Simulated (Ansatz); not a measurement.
# C2H3Br3: small, medium and large basis sets

An exercise on one series of results from a longer session: the logs are not shown, and one member is left open.

Method: one geometry, several basis sets; program: Ansatz 0.2.0, Gaussian basis.

Plan: PBE0-D4/def2-SVP; ωB97M-V/def2-SVP; PBE0-D4/def2-QZVPP; ωB97M-V/def2-QZVPP; the functionals' def2-TZVPP values are taken from earlier runs.

**Structure used throughout**

All runs share one geometry, relaxed beforehand with PBE0-D4 in a triple-zeta def2 set.

SMILES `BrCC(Br)Br`, 8 atoms, charge 0, spin multiplicity 1.

Atoms are counted from 1 here; the program's logs count them from 0.

Bond lengths: Br1–C2 1.938 Å, C2–C3 1.503 Å, C2–H6 1.087 Å, C2–H7 1.088 Å, C3–Br4 1.928 Å, C3–Br5 1.943 Å, C3–H8 1.085 Å. Angles: Br1–C2–C3 111.4°, Br1–C2–H6 107.5°, Br1–C2–H7 106.3°, C3–C2–H6 111.6°, C3–C2–H7 109.7°, H6–C2–H7 110.1°, C2–C3–Br4 112.6°, C2–C3–Br5 107.8°, C2–C3–H8 112.6°, Br4–C3–Br5 111.0°, Br4–C3–H8 106.6°, Br5–C3–H8 106.2°.

The first run:

in.yaml reads:

```yaml
crystal:
  periodic: [false, false, false]
  atoms:
    - {symbol: Br, position_ang: [-0.104392, -1.612004, 1.657801]}
    - {symbol: C, position_ang: [0.162536, 0.085601, 0.762087]}
    - {symbol: C, position_ang: [-0.000661, -0.047351, -0.726597]}
    - {symbol: Br, position_ang: [-1.813771, -0.455808, -1.239063]}
    - {symbol: Br, position_ang: [0.595195, 1.613833, -1.538801]}
    - {symbol: H, position_ang: [-0.549697, 0.792566, 1.180751]}
    - {symbol: H, position_ang: [1.179323, 0.396049, 0.994170]}
    - {symbol: H, position_ang: [0.623670, -0.829886, -1.146148]}
basis:
  gaussian: {orbitals: def2-SVP}
hamiltonian: {xc: pbe0, dispersion: d4}
output: {orbitals: {seedname: orbitals}}
```

Run with:

```
ansatz run in.yaml --threads 2 --pin off --events-out ev --progress --plain --max-ram 20480MiB --backend cpu
```

Steps of the session up to this table: PBE0-D4 in def2-SVP; ωB97M-V in def2-SVP; PBE0-D4 in def2-QZVPP; ωB97M-V in def2-QZVPP.

One table of the session follows, with a row left open; its other results are not shown here.

It belongs to the step «Functionals by basis». 

| functional | basis | HOMO (eV) |
| --- | --- | --- |
| PBE0-D4 | def2-SVP | -7.94 |
| PBE0-D4 | def2-TZVPP | ? |
| PBE0-D4 | def2-QZVPP | -8.09 |
| ωB97M-V | def2-SVP | -10.12 |
| ωB97M-V | def2-TZVPP | -10.28 |
| ωB97M-V | def2-QZVPP | -10.30 |

Estimate the missing values for PBE0-D4, def2-TZVPP.

**Answer.** HOMO (eV): -8.08. In the column «HOMO (eV)» it lies between PBE0-D4, def2-QZVPP (-8.09) and PBE0-D4, def2-SVP (-7.94).
